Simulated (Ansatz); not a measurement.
Working through a formation energy from the elements of Be4AlFe and its elements

Program: the Ansatz DFT code, driven from Python.

Notebook, run cell by cell (the value of a cell's last expression is shown):

**Cell 1**
```python
from collections import Counter
import warnings

import ansatz as az
import numpy as np
```

**Cell 2**
```python
ECUT = 470
N_EMPTY = 6
KSPACING = 0.3
OCCUPATIONS = "cold"
SIGMA = 0.1
```

**Cell 3**
```python
POLARISED = {"Be4AlFe", "Fe"}


def solve(name, crystal):
    calc = (
        crystal.calculation()
        .functional(az.Functional.LDA)
        .basis(ECUT)
        .accuracy("medium")
        .eigensolver("auto")
        .scf(extra_bands=N_EMPTY)
        .kpoints(spacing=KSPACING)
        .occupations(OCCUPATIONS, width=SIGMA)
        .stress()
    )
    if name in POLARISED:
        calc = calc.spin("collinear")
    calc = calc.relax(force_tolerance=0.03, max_steps=60, cell=True)
    return calc.run(threads=1)
```

**Cell 4**
```python
def counts(outcome):
    return Counter(site.symbol for site in outcome.lattice.sites)
```

**Cell 5**
```python
def formation_energy(outcome, mu):
    n = counts(outcome)
    return (outcome.report["energy_sigma0_ev"] - sum(k * mu[element] for element, k in n.items())) / sum(n.values())
```

**Cell 6**
```python
def volume_per_atom(outcome):
    return abs(np.linalg.det(outcome.lattice.cell_ang)) / len(outcome.lattice.sites)
```

**Cell 7**
```python
warnings.simplefilter("ignore", az.DeckWarning)
```

**Cell 8**
```python
phases = {}
be4alfe = (
    az.Lattice.of((0.0, 2.985279, 2.985279), (2.985279, 0.0, 2.985279), (2.985279, 2.985279, 0.0))
    .atom("Be", (0.876908, 0.876908, 0.369276))
    .atom("Be", (0.876908, 0.369276, 0.876908))
    .atom("Be", (0.369276, 0.876908, 0.876908))
    .atom("Be", (0.876908, 0.876908, 0.876908))
    .atom("Al", (0.5, 0.5, 0.5))
    .atom("Fe", (0.25, 0.25, 0.25))
    .moments(Fe=3.5)
)
phases["Be4AlFe"] = be4alfe
be = (
    az.Lattice.from_parameters(2.2853, 2.2853, 3.5842, alpha=90.0, beta=90.0, gamma=120.0)
    .atom("Be", (1 / 3, 2 / 3, 0.25))
    .atom("Be", (2 / 3, 1 / 3, 0.75))
)
phases["Be"] = be
al = (
    az.Lattice.from_parameters(2.863507, 2.863507, 2.863507, alpha=60.0, beta=60.0, gamma=60.0)
    .atom("Al", (0.0, 0.0, 0.0))
)
phases["Al"] = al
fe = (
    az.Lattice.of((-1.443, 1.443, 1.443), (1.443, -1.443, 1.443), (1.443, 1.443, -1.443))
    .atom("Fe", (0.0, 0.0, 0.0))
    .moments(Fe=3.5)
)
phases["Fe"] = fe
```

**Cell 9**
```python
done = {name: solve(name, crystal) for name, crystal in phases.items()}
```

**Cell 10**
```python
# energy of one atom in its reference phase
references = {"Be": "Be", "Al": "Al", "Fe": "Fe"}
mu = {element: done[name].report["energy_sigma0_ev"] / len(done[name].lattice.sites) for element, name in references.items()}

target = done["Be4AlFe"]
heat = formation_energy(target, mu)
for element, value in mu.items():
    print(f"mu({element}) = {value:.4f} eV from {references[element]}, {volume_per_atom(done[references[element]]):.2f} A^3/atom")
print(f"formation energy of Be4AlFe: {heat:.4f} eV/atom = {96.4853 * heat:.1f} kJ/mol of atoms")
```
Output:
```text
mu(Be) = -88.2263 eV from Be, 7.54 A^3/atom
mu(Al) = -512.8469 eV from Al, 15.92 A^3/atom
mu(Fe) = -4419.9285 eV from Fe, 10.32 A^3/atom
formation energy of Be4AlFe: -0.2850 eV/atom = -27.5 kJ/mol of atoms
```

The formation energy is -0.285 eV an atom (-27.5 kJ per mole of atoms), so Be4AlFe lies below the reference phases.

The settings weren't tested for convergence. Other magnetic orders than the one started from may lie lower. For the metals among these phases the mesh is modest: differences between phases can be off by up to 40 meV an atom. The cells come from databases of deposited and of computed structures, and not all need be stable phases. The compound is the structure given, not necessarily its lowest; energies are at zero temperature, with no correction for gases. Magnetic phases start from parallel moments and may not end in their lowest magnetic state. A semilocal functional's error on such energies is often 0.05 to 0.1 eV an atom, and 0.1 to 0.3 eV against gases such as O2 or F2. The script silences the warnings on its input, which a real study should read. Timing: 55 s on 1 thread of Arm Neoverse V1 (shared host), peak memory 0.44 GiB.
